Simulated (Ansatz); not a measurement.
**CaBr in Ansatz: the effect of target pressure**

The system is CaBr.

```
Br Ca
1.0
     4.08415    0.00000    0.00000
    -2.04207    3.53698    0.00000
     0.00000    0.00000    9.67213
Br Ca
2 2
Direct
  0.66667 0.33333 0.53449
  0.33333 0.66667 0.03449
  0.66667 0.33333 0.84051
  0.33333 0.66667 0.34051
```

The cell comes from a database or a generator and needn't be the stable form of this composition.

Alike in all runs:

| Property | Result |
| --- | --- |
| Program | Ansatz 0.2.0 |
| Task | relaxation of cell and atoms |
| Functional | PBE |
| Potentials or basis | Ansatz PAW |
| Cutoff | 420 eV (not typed: the program's choice for these potentials) |
| k mesh | 8 × 8 × 3 |
| Occupations | fermi-dirac, width 0.05 eV |
| Spin | no spin polarisation |

Each run relaxes the cell or the atoms first.

```tsv
target pressure	relaxed volume (Å³/atom)
0 GPa	35.38
2 GPa	32.31
5 GPa	?
10 GPa	26.13
20 GPa	22.57
30 GPa	20.39
```

Q: What does the run with target pressure 5 GPa give?

A: Relaxed volume 29.26 Å³/atom.

Worked out: In Murnaghan's law V^(-B') rises as a straight line in P. The other rows fit best with B' = 3.3, V0 = 35.38 Å³/atom and B0 = 19 GPa, which gives 29.33 Å³/atom at 5 GPa, against the run's 29.26.

Caveats: the plane-wave basis is chosen anew once the cell has moved, so the energies of steps on either side of that aren't comparable; the volume moved by over 15 % at a fixed basis, so the end points are rough (some runs).
